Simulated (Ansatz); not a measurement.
# CH4AlNO: one species, many methods

An exercise on one series of results from a longer session: the logs are not shown, and one member is left open.

The runs use Ansatz 0.2.0, Gaussian basis; functionals in def2-TZVPP, the program's frozen cores in correlated methods.

The runs, in order: LDA (SPW92), PBE-D4, revPBE-D4, BLYP-D4, r2SCAN-D4, B97M-V, PBE0-D4, B3LYP-D4, r2SCANh-D4, r2SCAN0-D4, HSE06-D4, BHLYP-D4, CAM-B3LYP-D4, LC-ωPBE, ωB97X-V, ωB97M-V, B2PLYP, PBE-QIDH; CCSD(T)/def2-SVP; CCSD(T)/def2-TZVPP; MP2/def2-QZVPP; extrapolation to the limit; RPA on PBE.

### The geometry

The geometry comes from an earlier relaxation with PBE0-D4 in a triple-zeta def2 set; it is a stationary point, not always the lowest conformer.

8 atoms, charge 0, spin multiplicity 1.

Atoms are counted from 1 here; the program's logs count them from 0.

Bond lengths: N1–Al2 1.758 Å, N1–H5 1.006 Å, N1–H6 1.008 Å, Al2–C3 2.025 Å, Al2–H7 1.584 Å, C3–O4 1.213 Å, C3–H8 1.120 Å. Angles: Al2–N1–H5 127.1°, Al2–N1–H6 122.0°, H5–N1–H6 110.9°, N1–Al2–C3 111.6°, N1–Al2–H7 122.1°, C3–Al2–H7 126.4°, Al2–C3–O4 117.0°, Al2–C3–H8 125.4°, O4–C3–H8 117.6°.

Geometry (Å):

```mol
CH4AlNO
  3D, bonds by distance, orders not assigned

  8  7  0  0  0  0  0  0  0  0999 V2000
   -0.6016    1.1195   -0.8594 N   0  0
    0.6995    0.3761    0.0594 Al  0  0
    0.1476   -1.4211    0.8111 C   0  0
   -0.9788   -1.7973    0.5660 O   0  0
   -0.5804    2.0080   -1.3312 H   0  0
   -1.4981    0.6721   -0.9738 H   0  0
    2.1080    1.0770    0.2402 H   0  0
    0.7958   -2.0915    1.4318 H   0  0
  1  2  8  0
  2  3  8  0
  3  4  8  0
  1  5  8  0
  1  6  8  0
  2  7  8  0
  3  8  8  0
M  END
```

Set-up of the first run:

The input, in.yaml:

```yaml
crystal:
  periodic: [false, false, false]
  atoms:
    - {symbol: N, position_ang: [-0.601561, 1.119545, -0.859374]}
    - {symbol: Al, position_ang: [0.699498, 0.376085, 0.059353]}
    - {symbol: C, position_ang: [0.147554, -1.421091, 0.811143]}
    - {symbol: O, position_ang: [-0.978778, -1.797300, 0.565964]}
    - {symbol: H, position_ang: [-0.580350, 2.008027, -1.331160]}
    - {symbol: H, position_ang: [-1.498057, 0.672130, -0.973800]}
    - {symbol: H, position_ang: [2.108010, 1.077032, 0.240201]}
    - {symbol: H, position_ang: [0.795784, -2.091528, 1.431772]}
basis:
  gaussian: {orbitals: def2-TZVPP}
hamiltonian: {xc: lda}
output: {orbitals: {seedname: orbitals}}
```

On the command line:

```console
$ ansatz run in.yaml --threads 2 --pin off --events-out ev --progress --plain --max-ram 4352MiB
```

Among the steps run: LDA; PBE-D4 (GGA); revPBE-D4 (GGA); BLYP-D4 (GGA); r2SCAN-D4 (meta-GGA); B97M-V (meta-GGA); PBE0-D4 (hybrid); B3LYP-D4 (hybrid); r2SCANh-D4 (hybrid); r2SCAN0-D4 (hybrid); HSE06-D4 (hybrid); BHLYP-D4 (hybrid); CAM-B3LYP-D4 (range-separated); LC-ωPBE (range-separated); ωB97X-V (range-separated); ωB97M-V (range-separated); B2PLYP (double hybrid); PBE-QIDH (double hybrid).

One of the session's tables, all rows but one given; the rest of the session is left out.

It belongs to the step «Orbital energies across the functionals». 

```
  functional  HOMO (eV)  LUMO (eV)  gap (eV)
 LDA (SPW92)      -5.16      -3.19      1.97
      PBE-D4      -5.04      -2.94      2.10
   revPBE-D4          ?          ?         ?
     BLYP-D4      -4.96      -2.80      2.16
   r2SCAN-D4      -5.27      -2.76      2.52
      B97M-V      -5.41      -2.73      2.68
     PBE0-D4      -6.46      -1.94      4.52
    B3LYP-D4      -6.26      -2.17      4.09
  r2SCANh-D4      -5.81      -2.38      3.44
  r2SCAN0-D4      -6.63      -1.83      4.80
    HSE06-D4      -6.06      -2.32      3.74
    BHLYP-D4      -7.86      -0.94      6.92
CAM-B3LYP-D4      -7.87      -0.83      7.04
     LC-ωPBE      -9.14       0.34      9.48
     ωB97X-V      -8.84       0.24      9.07
     ωB97M-V      -8.74       0.07      8.82
```

Estimate the missing values for revPBE-D4.

The run gave: HOMO (eV): -4.98; LUMO (eV): -2.84; gap (eV): 2.14. In the column «HOMO (eV)» it lies between PBE-D4 (-5.04) and BLYP-D4 (-4.96).
